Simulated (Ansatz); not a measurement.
# Cr (bcc type): the cost of one run

Program: Ansatz 0.2.0. Level of theory: DFT LDA, with the methods named in each step. These are calculated values, not measurements.

### 1 The structure to begin with

Symmetry: Im-3m, No. 229, cubic system. Conventional cell: a = 2.789 Å, b = 2.789 Å, c = 2.789 Å, α = 90.00°, β = 90.00°, γ = 90.00°. Cr (site symmetry m-3m) is surrounded by 8 Cr at 2.42 Å.

Coordinates:

```cif
data_structure
_symmetry_space_group_name_H-M 'Im-3m'
_symmetry_Int_Tables_number 229
_cell_length_a 2.7887
_cell_length_b 2.7887
_cell_length_c 2.7887
_cell_angle_alpha 90.000
_cell_angle_beta 90.000
_cell_angle_gamma 90.000
_cell_volume 21.69
loop_
_atom_site_label
_atom_site_type_symbol
_atom_site_symmetry_multiplicity
_atom_site_Wyckoff_symbol
_atom_site_fract_x
_atom_site_fract_y
_atom_site_fract_z
_atom_site_occupancy
Cr1 Cr 2 a 0.00000 0.00000 0.00000 1
```

The file gives the conventional cell by its symmetry; the runs use the cell typed in the input.

Whether this phase is the stable one at these pressures isn't tested.

### 2 The reference volume, LAPW

Input file input.yaml:

```yaml
crystal:
  lattice:
    - [-1.3943742682, 1.3943742682, 1.3943742682]
    - [1.3943742682, -1.3943742682, 1.3943742682]
    - [1.3943742682, 1.3943742682, -1.3943742682]
  atoms:
    - { symbol: Cr, position: [0.0, 0.0, 0.0], spin: 2.0 }
magnetization:
  spin_polarized: true
kpoints:
  mp_grid: { grid: [21, 21, 21] }
  band_path:
    path:
      - [0.0, 0.0, 0.0]
      - [0.5, -0.5, 0.5]
      - [0.0, 0.0, 0.5]
      - [0.0, 0.0, 0.0]
      - [0.25, 0.25, 0.25]
      - [0.5, -0.5, 0.5]
      - [0.25, 0.25, 0.25]
      - [0.0, 0.0, 0.5]
    npoints: 14
scf:
  occupations: { method: fermi_dirac, width: 0.1 }
hamiltonian:
  xc: lda
  pseudopotentials: { kind: all_electron, lapw: { basis_error: 0.001 } }
output:
  forces: true
  stress: true
  eigenvalues: true
  populations: true
  dos: { projected: true, de: 0.2, e_range: [-14, 8] }
```

Started as:

```sh
> ansatz run input.yaml --threads 1 --pin off --max-ram 3072MiB --backend cpu --events-out ev --progress --plain --runs-dir out
```

What time and memory should one allow on 1 thread of Arm Neoverse V1, shared host?

About 45 s, with a peak of 0.51 GiB.
